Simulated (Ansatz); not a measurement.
Predict the output of the script below (the Python package of Ansatz (0.2.0)).

Script `bh3osesi_bend.py`:
```python
import ansatz
from ase import Atoms

BASIS_SET = "def2-SVP"
XC = "b3lyp"
DISPERSION = "d4"
FMAX = 0.02


def main() -> None:
    atoms = Atoms(["Se", "Si", "B", "O", "H", "H", "H"], positions=[
        [-1.77, 0.2903, -1.2039],
        [-0.12, 0.2776, 0.2998],
        [1.1691, -1.1907, 0.0183],
        [0.1055, -1.2587, 0.9099],
        [-1.6275, 1.8423, -1.4109],
        [-0.0965, 1.2361, 1.4299],
        [2.4006, -1.2649, -0.0887],
    ])

    first = ansatz.Crystal.molecule_from_ase(atoms).calculation()
    first = first.basis(gaussian=BASIS_SET).functional(XC, dispersion=DISPERSION)
    first = first.relax(force_tolerance=FMAX, max_steps=80)
    atoms.positions = first.run(threads=1, backend="cpu").report["positions_ang"]

    rows = []
    for angle in [85, 95, 105, 115, 125, 140, 160]:
        bent = atoms.copy()
        bent.set_angle(1, 0, 4, angle, indices=[4])
        job = (
            ansatz.Crystal.molecule_from_ase(bent).calculation()
            .basis(gaussian=BASIS_SET)
            .functional(XC, dispersion=DISPERSION)
        )
        rows.append((angle, job.run(threads=1, backend="cpu").report["free_energy_ev"]))
    floor = min(e for _, e in rows)
    for angle, e in rows:
        print(f"angle Si1-Se0-H4 = {angle:3d} deg   {1000 * (e - floor):9.1f} meV")


if __name__ == "__main__":
    main()
```

```console
$ python bh3osesi_bend.py
angle Si1-Se0-H4 =  85 deg        45.8 meV
angle Si1-Se0-H4 =  95 deg         0.0 meV
angle Si1-Se0-H4 = 105 deg        58.4 meV
angle Si1-Se0-H4 = 115 deg       214.3 meV
angle Si1-Se0-H4 = 125 deg       457.9 meV
angle Si1-Se0-H4 = 140 deg       955.4 meV
angle Si1-Se0-H4 = 160 deg      1720.8 meV
```

Reading the output:
- The scan is rigid, and the energies are electronic, in a modest basis. The zero is the lowest point of the grid, which needn't be the minimum.
- b3lyp holds the VWN-RPA fit, as in Gaussian; the form of ORCA and Turbomole is b3lyp5.
- Wall time of the script: 110 s on 1 thread of Arm Neoverse V1, on a shared host, peak memory 0.27 GiB.
